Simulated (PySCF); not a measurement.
**BeB: basis, grid and Hamiltonian**

Aim: see how much the energy and properties of BeB depend on the numerical set-up.

Program: PySCF 2.14.0. Level of theory: each script names its method and basis. These are calculated values, not measurements.

4 further runs of the same task are left out: 4 that didn't finish.

**1. The system as given**

BeB: 2 atoms, charge 0, spin multiplicity 2.

Bond lengths: Be1–B2 1.686 Å.

**2. The base run**

The input, input.py:

```python
from pyscf import gto, dft, tdscf

mol = gto.M(
    atom='Be 0 0 0; B 0 0 1.686',
    basis='jorge-dzp',
    charge=0,
    spin=1,
    verbose=4,
)
mf = dft.UKS(mol, xc='bhandhlyp')
mf = mf.density_fit(auxbasis='def2-universal-jkfit')
mf.kernel()
td = tdscf.TDA(mf)
td.nstates = 4
td.kernel()
td.analyze()
mf.dip_moment()
print('orbital energies (hartree):', [e[max(0, n-3):n+3].round(4) for e, n in zip(mf.mo_energy, mol.nelec)])
```

Run with:

```bash
$ OMP_NUM_THREADS=1 python input.py
```

Its log is not repeated here.

Base result: E(SCF) = -39.317340 Eh, 12 cycles, ⟨S²⟩ = 0.754, μ = 2.17 D, excitations 0.11, 0.65, 1.05, 1.15 eV.

The bond length is a typed value, not an optimised one.

**3. Integration grid 1**

Variant 1 changes integration grid: default → 1.

The input, input.py:

```python
from pyscf import gto, dft, tdscf

mol = gto.M(
    atom='Be 0 0 0; B 0 0 1.686',
    basis='jorge-dzp',
    charge=0,
    spin=1,
    verbose=4,
)
mf = dft.UKS(mol, xc='bhandhlyp')
mf = mf.density_fit(auxbasis='def2-universal-jkfit')
mf.grids.level = 1
mf.kernel()
td = tdscf.TDA(mf)
td.nstates = 4
td.kernel()
td.analyze()
mf.dip_moment()
print('orbital energies (hartree):', [e[max(0, n-3):n+3].round(4) for e, n in zip(mf.mo_energy, mol.nelec)])
```

Run with:

```bash
$ OMP_NUM_THREADS=1 python input.py
```

**4. 6-31+g***

Variant 2 changes basis set: jorge-dzp → 6-31+g*.

Edit input.py of step 2 so:

```diff
@@ -4,3 +4,3 @@
     atom='Be 0 0 0; B 0 0 1.686',
-    basis='jorge-dzp',
+    basis='6-31+g*',
     charge=0,
```

**5. Cartesian functions on**

Variant 3 changes Cartesian functions: off → on.

Edit input.py of step 2 so:

```diff
@@ -7,2 +7,3 @@
     spin=1,
+    cart=True,
     verbose=4,
```

**6. Integration grid 2**

Variant 4 changes integration grid: default → 2.

Edit input.py of step 2 so:

```diff
@@ -11,2 +11,3 @@
 mf = mf.density_fit(auxbasis='def2-universal-jkfit')
+mf.grids.level = 2
 mf.kernel()
```

What does the calculation give? Wanted: for each run, E(SCF); from base; gap, α spin; SCF dipole; after the SCF.

**Answer**, as computed:

| run | E(SCF) (hartree) | from base (eV) | cycles | gap, α spin (eV) | SCF dipole (D) | functions | after the SCF |
| --- | --- | --- | --- | --- | --- | --- | --- |
| base | -39.317340 | 0 | 12 | 4.32 | 2.17 | 30 | lowest root found 0.11 eV |
| integration grid 1 | -39.317340 | 0.0000 | 12 | 4.32 | 2.17 | 30 | lowest root found 0.11 eV |
| 6-31+g* | -39.314942 | +0.0652 | 12 | 4.30 | 2.36 | 36 | lowest root found 0.10 eV |
| Cartesian functions on | -39.317782 | -0.0120 | 12 | 4.32 | 2.17 | 32 | lowest root found 0.11 eV |
| integration grid 2 | -39.317340 | 0.0000 | 12 | 4.32 | 2.17 | 30 | lowest root found 0.11 eV |

**Reading.** With integration grid 1 or integration grid 2 the SCF ends at the base energy. Of the runs whose energies can be compared, “6-31+g*” moves the SCF energy most (+0.065 eV). 6-31+g* (36 functions) gives an energy 0.07 eV higher than jorge-dzp (30); size alone doesn't order basis sets of different families. With integration grid 1, integration grid 2 the path hardly changes: 12 cycles against 12.
